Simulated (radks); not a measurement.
# Se³⁺ in [Ar] 3d10 4s1.5 4p1 4d0.5: an all-electron calculation

One table from this session's results is given with a row withheld; the runs are named, their logs left out.

Method: Dirac Kohn-Sham, PBE, spin-unpolarised, spherical densities, point nucleus; open shells fill j = l - 1/2 first. Code: radks (a radial shooting solver on a logarithmic mesh, Libxc functionals) version 1.

**The atom as given**

* element: selenium (Z = 34)
* charge: +3
* electrons: 31
* configuration: [Ar] 3d10 4s1.5 4p1 4d0.5

Set-up of the first run:

The run's settings:

```text
Z 34
configuration [Ar] 3d10 4s1.5 4p1 4d0.5
relativity Dirac
functional pbe,pbe
spin unpolarised
j_filling energy
nucleus point
c 137.035999084
```

One table of the session follows, with a row left open; its other results are not shown here.

It belongs to the step «Radial structure». From the orbitals of this run (lengths in bohr):

```
level      <r>  outermost maximum (interpolated)  90 % within  nodes
1s1/2  0.04408                            0.0288       0.0788      0
2s1/2   0.1957                             0.165        0.303      1
2p1/2   0.1685                             0.130        0.276      0
2p3/2   0.1723                             0.133        0.281      0
3s1/2   0.5735                             0.502        0.855      2
3p1/2   0.5817                             0.495        0.890      1
3p3/2        ?                                 ?            ?      ?
3d3/2   0.6228                             0.451         1.03      0
3d5/2   0.6270                             0.454         1.04      0
4s1/2    1.627                              1.44         2.38      3
4p1/2    1.846                              1.61         2.73      2
4p3/2    1.872                              1.63         2.76      2
4d3/2    2.626                              2.25         3.95      1
4d5/2    2.634                              2.26         3.96      1
```

**Question.** Estimate the row for 3p3/2.

The run gave: <r>: 0.5921; outermost maximum (interpolated): 0.503; 90 % within: 0.906; nodes: 1. In the column «<r>» it lies between 3p1/2 (0.5817) and 3d3/2 (0.6228).
